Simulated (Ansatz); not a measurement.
# C2H7BZn: the cost of one run

All numbers below are computed with Ansatz 0.2.0 (RKS PBE/def2-SVP).

## Step 1: Starting point

Bond lengths: C1–C2 1.464 Å, C2–B3 1.579 Å, B3–Zn4 1.831 Å, C1–H5 1.139 Å, C1–H6 1.169 Å, C1–H7 1.131 Å, C2–H8 1.069 Å, C2–H9 1.153 Å, B3–H10 1.222 Å, Zn4–H11 1.826 Å. Angles (14 of 16 angles, heavy atoms first): C1–C2–B3 109.1°, C2–B3–Zn4 120.0°, C1–C2–H8 111.6°, C1–C2–H9 109.9°, B3–C2–H8 108.5°, B3–C2–H9 111.0°, C2–C1–H5 113.7°, C2–C1–H6 110.9°, C2–C1–H7 113.5°, C2–B3–H10 118.3°, Zn4–B3–H10 121.7°, B3–Zn4–H11 78.9°, H8–C2–H9 106.8°, H5–C1–H6 105.0°.

As a file:

```xyz
11

C    -0.7566    0.9072   -0.0080
C    -0.0245    0.0112    0.8894
B     0.9015   -0.9356    0.0298
Zn    0.1630   -2.0543   -1.2177
H    -1.4415    0.3652   -0.7387
H    -1.4613    1.6174    0.5960
H    -0.0869    1.6029   -0.5964
H    -0.6884   -0.5967    1.4666
H     0.5979    0.6280    1.6390
H     2.1052   -0.9115    0.2377
H     0.7570   -0.6909   -2.2771
```

## Step 2: End point A

Contents of input.yaml:

```yaml
crystal:
  periodic: [false, false, false]
  atoms:
    - { symbol: C, position_ang: [-0.7566, 0.9072, -0.008] }
    - { symbol: C, position_ang: [-0.0245, 0.0112, 0.8894] }
    - { symbol: B, position_ang: [0.9015, -0.9356, 0.0298] }
    - { symbol: Zn, position_ang: [0.163, -2.0543, -1.2177] }
    - { symbol: H, position_ang: [-1.4415, 0.3652, -0.7387] }
    - { symbol: H, position_ang: [-1.4613, 1.6174, 0.596] }
    - { symbol: H, position_ang: [-0.0869, 1.6029, -0.5964] }
    - { symbol: H, position_ang: [-0.6884, -0.5967, 1.4666] }
    - { symbol: H, position_ang: [0.5979, 0.628, 1.639] }
    - { symbol: H, position_ang: [2.1052, -0.9115, 0.2377] }
    - { symbol: H, position_ang: [0.757, -0.6909, -2.2771] }
basis:
  gaussian: { orbitals: def2-SVP }
hamiltonian:
  xc: pbe
relax:
  f_tol: 0.02
  max_steps: 50
output:
  orbitals: {}
```

Started as:

```bash
$ ansatz run input.yaml --threads 2 --pin off --max-ram 3072MiB --backend cpu --events-out ev --progress --plain --runs-dir out
```

**Question.** How long does this run take on 2 threads of Intel Xeon 6975P-C (Granite Rapids), shared host, and how much memory does it need?

About 18 s, with a peak of 0.16 GiB.
